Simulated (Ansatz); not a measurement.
# HF: the cost of one run

All numbers below are computed with Ansatz 0.2.0 (DFT PBE+D3(BJ), plane waves, PAW, scalar-relativistic, no spin polarisation).

**1. The system as given**

The cell holds 12 atoms (F6H6): a = 5.465 Å, b = 5.465 Å, c = 5.465 Å, α = 90.00°, β = 90.00°, γ = 90.00°.

Coordinates:

```xyz
12
Lattice="5.4648 0.0000 0.0000 0.0000 5.4648 0.0000 0.0000 0.0000 5.4648" Properties=species:S:1:pos:R:3 pbc="T T T"
F     5.3217    3.1466    2.0220
H     5.5839    2.2731    2.2231
F     2.4978    0.1789    1.1741
H     2.7793    0.1788    0.2837
F     2.3450    3.0050    5.6158
H     2.7475    3.4463    4.8979
F     4.5781    5.0879    4.5900
H     3.9641    5.0704    3.8865
F     5.4151    2.3877    4.8289
H     5.4001    2.4098    3.8954
F     2.0727    1.0822    3.1326
H     2.9233    1.4267    2.9595
```

**2. Preparing the start**

input.yaml reads:

```yaml
accuracy: low
crystal:
  lattice:
    - [5.464789, 0.0, 0.0]
    - [0.0, 5.464789, 0.0]
    - [0.0, 0.0, 5.464789]
  atoms:
    - { symbol: F, position: [0.9738169, 0.5757941, 0.3699982] }
    - { symbol: H, position: [1.021796, 0.4159571, 0.4067998] }
    - { symbol: F, position: [0.4570745, 0.032737, 0.2148526] }
    - { symbol: H, position: [0.5085892, 0.0327125, 0.0519095] }
    - { symbol: F, position: [0.4291103, 0.5498903, 1.027641] }
    - { symbol: H, position: [0.5027649, 0.6306348, 0.8962654] }
    - { symbol: F, position: [0.8377528, 0.931033, 0.8399161] }
    - { symbol: H, position: [0.7253929, 0.9278219, 0.7111948] }
    - { symbol: F, position: [0.9909029, 0.4369246, 0.8836362] }
    - { symbol: H, position: [0.9881568, 0.4409642, 0.7128136] }
    - { symbol: F, position: [0.3792872, 0.198036, 0.5732323] }
    - { symbol: H, position: [0.5349379, 0.2610716, 0.5415529] }
basis:
  ecutwfc: 420.0
kpoints:
  mp_grid: { grid: [1, 1, 1] }
hamiltonian:
  xc: pbe
  dispersion: d3bj
scf:
  occupations: { method: fermi_dirac, width: 0.05 }
  lower_state_search: "off"
relax:
  f_tol: 0.3
  max_steps: 15
  adjacent_minimum: "off"
output:
  write_density: true
  write_potential: true
  elf: true
  volumetric_format: npy
```

On the command line:

```bash
$ ansatz run input.yaml --threads 1 --pin off --max-ram 3072MiB --backend cpu --events-out ev --progress --plain --runs-dir out
```

**Question.** How long does this run take on 1 thread of Arm Neoverse V1, shared host, and how much memory does it need?

About 14 s, with a peak of 0.3 GiB.
